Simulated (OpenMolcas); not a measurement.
# La⁺: CASSCF terms and fine-structure levels

Which level of La⁺ lies lowest, and where do the others fall? The reference wave functions come first, then spin-orbit coupling.

Program: OpenMolcas 26.06. Level of theory: state-averaged CASSCF, spin-orbit coupling by RASSI with atomic mean-field integrals. These are calculated values, not measurements, unless marked.

1 further run of the same task is left out (it didn't finish).

### 1 Starting point

- Species: La⁺ (lanthanum, Z = 57, 56 electrons)
- Basis: ANO-R1 [7s5p4d1f], 49 functions
- Scalar Hamiltonian: X2C, finite nucleus
- Inactive shells: 1s 2s 2p 3s 3p 3d 4s 4p 4d 5s 5p
- Active space: 2 electrons in 6 orbitals (5d 6s)
- Some configurations of this space: 6s², 5d 6s, 5d²
- Orbitals: optimised for the ground-state spin in each parity, averaged over the low roots

The outer shells:

6s2
```
6s [↑↓]
```

5d 6s
```
5d [↑ ][  ][  ][  ][  ]
6s [↑ ]
```

5d2
```
5d [↑ ][↑ ][  ][  ][  ]
```

Each step is its own input file, run in one work folder so that later steps find the files of earlier ones. Labels, J, g values, rates, χT and fits are worked out afterwards by a script from the matrices that RASSI stores.

### 2 One- and two-electron integrals

The input, a.inp:

```
&GATEWAY
Coord
1

La 0.0 0.0 0.0
Basis=ANO-R1
Group=XYZ
NoMove
AngMom=0.0 0.0 0.0
AMFI
&SEWARD
```

Command:

```console
> OMP_NUM_THREADS=1 MOLCAS_MEM=1689 MOLCAS_PROJECT=a pymolcas a.inp > a.log
```

### 3 Reference wave functions, triplets of even parity, 15 roots

The input, a.inp:

```
&RASSCF
FileOrb=start.orb
Symmetry=1
Spin=3
nActEl=2 0 0
Inactive=15 12
Ras2=6 0
CIRoot=15 15 1
SDav=15
CIMx=300
Iter=120 100
PrWF=0.3
OrbListing=Nothing
MaxOrb=0
Atom
>>> COPY $Project.JobIph JOB001
```

start.orb holds the contracted functions of the basis, ordered by shell, or the orbitals of the step before.

### 4 CASSCF: singlets of even parity, 21 roots

The input, a.inp:

```
&RASSCF
FileOrb=start.orb
Symmetry=1
Spin=1
nActEl=2 0 0
Inactive=15 12
Ras2=6 0
CIRoot=21 21 1
SDav=21
CIMx=300
Iter=120 100
PrWF=0.3
OrbListing=Nothing
MaxOrb=0
Atom
CIOnly
>>> COPY $Project.JobIph JOB002
```

### 5 State interaction with spin-orbit coupling

The input, a.inp:

```
&RASSI
NrOfJobIphs=2 15 21
1 2 3 4 5 6 7 8 9 10 11 12 13 14 15
1 2 3 4 5 6 7 8 9 10 11 12 13 14 15 16 17 18 19 20 21
IphNames
JOB001
JOB002
EJob
SpinOrbit
DIPRint=1.0
SOCoupling=1000.0
Subsets=2
MEES
Property=10
'ANGMOM' 1 'ANGMOM' 2 'ANGMOM' 3 'MLTPL  1' 1 'MLTPL  1' 2 'MLTPL  1' 3
'AMFI' 1 'AMFI' 2 'AMFI' 3 'MLTPL  2' 6
SOProperty=3
'ANGMOM' 1 'ANGMOM' 2 'ANGMOM' 3
```

(Steps that only read results are left out.)

**Question.** What will these runs give? Wanted: lowest level; first excited level; lowest level of another term; spin-orbit lowering of the lowest level; strongest of the lines computed, by gA.

The runs gave:

```
                                                                                   quantity                                            value
                                                                                     method                                           CASSCF
                                                                               lowest level            5d² ³F₂, 89 % of that term, g = 0.703
                                                                ground level listed by NIST                                              3F2
                                                                        first excited level                             5d² ³F₃ at 1037 cm⁻¹
                                                               lowest level of another term                             5d² ¹D₂ at 1943 cm⁻¹
                                                    spin-orbit lowering of the lowest level                                        1302 cm⁻¹
strongest of the lines computed, by gA (one parity, so forbidden lines), at CASSCF energies  5d² ¹S₀ → 5d 6s ¹D₂, 796.2 nm, A = 1.22e+01 s⁻¹
```

What this shows: The multiplet ³F is regular; its intervals divided by the larger J differ by 29 % of their mean, where Landé's rule for pure LS coupling makes them equal. The computed levels miss the measured ones by 1400 cm⁻¹ on average. Only the configurations of the active space and the roots asked for are present. The singlets rest on orbitals optimised for another spin in at least one step, which raises them against the optimised states. Configurations with different d counts are hard to place against each other, and can be off by thousands to tens of thousands of cm-1. Only valence configurations of the active space appear, up to the ionisation limit; * or ° marks odd parity.
